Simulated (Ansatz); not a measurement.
This script makes the interaction energy of a dimer with the counterpoise correction of BFO, SMILES O=BF with Ansatz 0.2.0, Python API.

Script `dimer_bfo.py`:
```python
"""Interaction energy of two BFO molecules, with the counterpoise correction."""

import ansatz as az

FIRST = [
    ("O", (0.9733, -0.5591, 0.4752)),
    ("B", (0.0248, -0.015, 0.012)),
    ("F", (-0.9981, 0.5741, -0.4872)),
]
SECOND = [
    ("O", (0.7974, -0.5587, 4.3904)),
    ("B", (1.3869, -1.3908, 3.7819)),
    ("F", (2.0222, -2.2904, 3.1263)),
]

def energy(atoms, ghosts=()):
    molecule = az.Crystal.molecule()
    for symbol, xyz in atoms:
        molecule = molecule.atom(symbol, xyz)
    calc = (
        molecule.calculation()
        .basis(gaussian="cc-pVDZ")
        .functional("b3lyp")
    )
    deck = calc.input()
    if ghosts:
        deck = deck.set(az.key.basis.gaussian.ghost_atoms, [{"symbol": s, "position_ang": list(xyz)} for s, xyz in ghosts])
    return az.Session.from_dict(deck).plan().execute().report["free_energy_ev"]

# ghost atoms carry the functions of the partner
both = energy(FIRST + SECOND)
alone = energy(FIRST) + energy(SECOND)
ghosted = energy(FIRST, SECOND) + energy(SECOND, FIRST)
print(f"dimer {both:.6f} eV")
print(f"interaction, uncorrected   {96.485332 * (both - alone):8.3f} kJ/mol")
print(f"interaction, counterpoise  {96.485332 * (both - ghosted):8.3f} kJ/mol")
print(f"basis-set superposition    {96.485332 * (alone - ghosted):8.3f} kJ/mol")
```

How large is the interaction at this pose, and how much of it is basis-set superposition?

Uncorrected it is -9.690 kJ/mol, with the counterpoise correction -5.985 kJ/mol; the difference, 3.70 kJ/mol, is the superposition error.

The output:

```console
$ python dimer_bfo.py
dimer -10885.224083 eV
interaction, uncorrected     -9.690 kJ/mol
interaction, counterpoise    -5.985 kJ/mol
basis-set superposition       3.705 kJ/mol
```

Reading the output:
- Total energies depend on the basis set; only differences at equal settings carry meaning.
- The dimer is a generated trial pose of unrelaxed monomers, not a minimum, so the figure is no binding energy, and the basis set is small.
- b3lyp holds the VWN-RPA fit, as in Gaussian; the form of ORCA and Turbomole is b3lyp5.
- This level lacks the dispersion part of the attraction (electrostatics and induction are there), which can decide the sign where the interaction is weak.
- Finished in 4.8 s on 1 thread of Arm Neoverse V2, with other jobs on the host, peak memory 0.2 GiB.

(Lines on the test bed's own set-up are left out of the output.)
